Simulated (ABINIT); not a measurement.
TaF3:

```
Ta F
1.0
     3.90120    0.00000    0.00000
     0.00000    3.90120    0.00000
     0.00000    0.00000    3.90120
Ta F
1 3
Direct
  0.00000 0.00000 0.00000
  0.00000 0.00000 0.50000
  0.00000 0.50000 0.00000
  0.50000 0.00000 0.00000
```

Base run:

| Quantity | Value |
| --- | --- |
| Program | ABINIT 10.8.3 (patched build) |
| Functional | AM05 |
| Potentials or basis | JTH PAW PBE v2.0 |
| Cutoff | 762 eV |
| k mesh | 7 × 7 × 7 |
| Occupations | fermi-dirac, width 0.05 eV |
| Spin | no spin polarisation |

Its results: band gap on the k mesh none (metal or under the smearing width); pressure 20.4 GPa.

Task: After a change of settings the same cell gave: band gap on the k mesh none (metal or under the smearing width); pressure 19.9 GPa. Which change was it?
A. functional from AM05 to PBEsol
B. functional from AM05 to PW91
C. functional from AM05 to revPBE
D. functional from AM05 to LDA

Result: A.

Caveats: the PAW data sets were made with another functional, which shifts forces and pressure a little; spin-orbit coupling is left out, which moves the levels of the heavy elements; the atomic spheres overlap.
